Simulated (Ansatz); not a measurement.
# TaO3: the cost of one run

Computed with Ansatz 0.2.0 (DFT r2SCAN, scalar-relativistic, plane waves, PAW, unless a step's input says otherwise).

4 further runs of the same task are left out: 4 set aside as unsound or not needed.

**1. The starting structure**

The structure is hexagonal, space group P6_3/mmc (No. 194). Conventional cell: a = 5.648 Å, b = 5.648 Å, c = 4.533 Å, α = 90.00°, β = 90.00°, γ = 120.00°. Ta (site symmetry -6m2) has 12 O at 2.79 to 2.82 Å as nearest neighbours. O (site symmetry mm2) has 4 Ta at 2.79 to 2.82 Å and 8 O at 2.79 to 2.83 Å as nearest neighbours.

As a file:

```cif
data_structure
_symmetry_space_group_name_H-M 'P 1'
_symmetry_Int_Tables_number 1
_cell_length_a 5.6481
_cell_length_b 5.6481
_cell_length_c 4.5335
_cell_angle_alpha 90.000
_cell_angle_beta 90.000
_cell_angle_gamma 120.000
_cell_volume 125.25
loop_
_atom_site_label
_atom_site_type_symbol
_atom_site_fract_x
_atom_site_fract_y
_atom_site_fract_z
_atom_site_occupancy
Ta1 Ta 0.33333 0.66667 0.25000 1
Ta2 Ta 0.66667 0.33333 0.75000 1
O1 O 0.83300 0.66600 0.25000 1
O2 O 0.16700 0.83300 0.75000 1
O3 O 0.33400 0.16700 0.25000 1
O4 O 0.16700 0.33400 0.75000 1
O5 O 0.83300 0.16700 0.25000 1
O6 O 0.66600 0.83300 0.75000 1
```

This is candidate A: Ni3Sn (D0_19) type (P6_3/mmc, No. 194).

(A quick probe on a coarse mesh, which set the mesh and smearing, is not shown.)

**3. Coarse relaxation (candidate A)**

File input.yaml:

```yaml
crystal:
  lattice:
    - [5.6480772571, 0.0, 0.0]
    - [-2.8240386285, 4.8913783871, 0.0]
    - [0.0, 0.0, 4.5334534537]
  atoms:
    - { symbol: Ta, position: [0.3333333333, 0.6666666667, 0.25], spin: 1.2 }
    - { symbol: Ta, position: [0.6666666667, 0.3333333333, 0.75], spin: 1.2 }
    - { symbol: O, position: [0.833, 0.666, 0.25], spin: -0.94 }
    - { symbol: O, position: [0.167, 0.833, 0.75], spin: -0.94 }
    - { symbol: O, position: [0.334, 0.167, 0.25], spin: -0.94 }
    - { symbol: O, position: [0.167, 0.334, 0.75], spin: -0.94 }
    - { symbol: O, position: [0.833, 0.167, 0.25], spin: -0.94 }
    - { symbol: O, position: [0.666, 0.833, 0.75], spin: -0.94 }
basis:
  ecutwfc: 500
kpoints:
  mp_grid: { grid: [6, 6, 4] }
hamiltonian:
  xc: r2scan
scf:
  occupations: { method: gaussian, width: 0.1 }
  lower_state_search: "off"
output:
  forces: true
  stress: true
  eigenvalues: true
  populations: true
magnetization:
  spin_polarized: true
relax:
  adjacent_minimum: "off"
  f_tol: 0.04
  max_steps: 70
  cell: { stress_tol: 0.4 }
```

Command:

```
> ansatz run input.yaml --threads 1 --pin off --max-ram 3072MiB --backend cpu --events-out ev --progress --plain --runs-dir out
```

**Question.** How long does this run take on 1 thread of Arm Neoverse V2, shared host, and how much memory does it need?

About 5.6 min, with a peak of 0.85 GiB.
